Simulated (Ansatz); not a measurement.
# Cu7Si2Ni4Pt7: the cost of one run

Method: DFT PBE, scalar-relativistic, plane waves, PAW, in Ansatz 0.2.0.

## Step 1: The structure to begin with

The cell holds 20 atoms (Cu7Ni4Pt7Si2): a = 6.393 Å, b = 6.357 Å, c = 6.456 Å, α = 89.52°, β = 88.29°, γ = 89.63°.

It is the last frame of an earlier stage of the same melt, run at 300 K.

The coordinates stand in the first input below.

## Step 2: Relaxation without symmetry, coarse mesh

Cell and atoms move without symmetry, on a coarse mesh with loose thresholds.

Input file input.yaml:

```yaml
crystal:
  lattice:
    - [6.391818, 0.020127, 0.095638]
    - [0.020127, 6.356626, 0.026619]
    - [0.095638, 0.026619, 6.455728]
  atoms:
    - { symbol: Cu, position: [0.6256689382, 0.6040244856, 0.6784584223] }
    - { symbol: Cu, position: [0.6969144535, 0.1359542708, 0.451288455] }
    - { symbol: Cu, position: [0.9190013917, 0.847188511, 0.6212858537] }
    - { symbol: Cu, position: [0.1158219581, 0.7811120565, 0.3000483906] }
    - { symbol: Cu, position: [0.1490226147, 0.1416176534, 0.467755414] }
    - { symbol: Cu, position: [0.7011175648, 0.763978199, 0.3111074102] }
    - { symbol: Cu, position: [0.2138902682, 0.3506233072, 0.0324209801] }
    - { symbol: Pt, position: [0.914011099, 0.3418303969, 0.7085286828] }
    - { symbol: Pt, position: [0.9162224535, 0.0738406971, 0.1345416537] }
    - { symbol: Pt, position: [0.4326482041, 0.0274700842, 0.1646291055] }
    - { symbol: Pt, position: [0.3729239152, 0.4845650864, 0.3602837374] }
    - { symbol: Pt, position: [0.2151121676, 0.617642755, 0.7413519703] }
    - { symbol: Pt, position: [0.6506481382, 0.4102040577, 0.0502820955] }
    - { symbol: Pt, position: [0.4519659411, 0.2580427443, 0.7353991599] }
    - { symbol: Ni, position: [0.1537787948, 0.9992802681, 0.8515855283] }
    - { symbol: Ni, position: [0.4223678576, 0.8881007937, 0.5395052863] }
    - { symbol: Ni, position: [0.6605108775, 0.9400263337, 0.8577597963] }
    - { symbol: Ni, position: [0.9260406256, 0.674869286, 0.0124493158] }
    - { symbol: Si, position: [0.421158856, 0.705126447, 0.021356195] }
    - { symbol: Si, position: [0.9357008897, 0.425413028, 0.3253021531] }
  symmetry: { detect: false }
basis:
  ecutwfc: 420
kpoints:
  mp_grid: { grid: [2, 2, 2], shift: [0.5, 0.5, 0.5] }
hamiltonian:
  xc: pbe
scf:
  occupations: { method: gaussian, width: 0.1 }
  lower_state_search: "off"
output:
  forces: true
  stress: true
  eigenvalues: true
relax:
  adjacent_minimum: "off"
  f_tol: 0.04
  max_steps: 70
  cell: { stress_tol: 0.3 }
```

Started as:

```
$ ansatz run input.yaml --threads 2 --pin off --max-ram 5120MiB --backend cpu --events-out ev --progress --plain --runs-dir out
```

What time and memory should one allow on 2 threads of Arm Neoverse V1, shared host?

About 5.5 min, with a peak of 0.94 GiB.
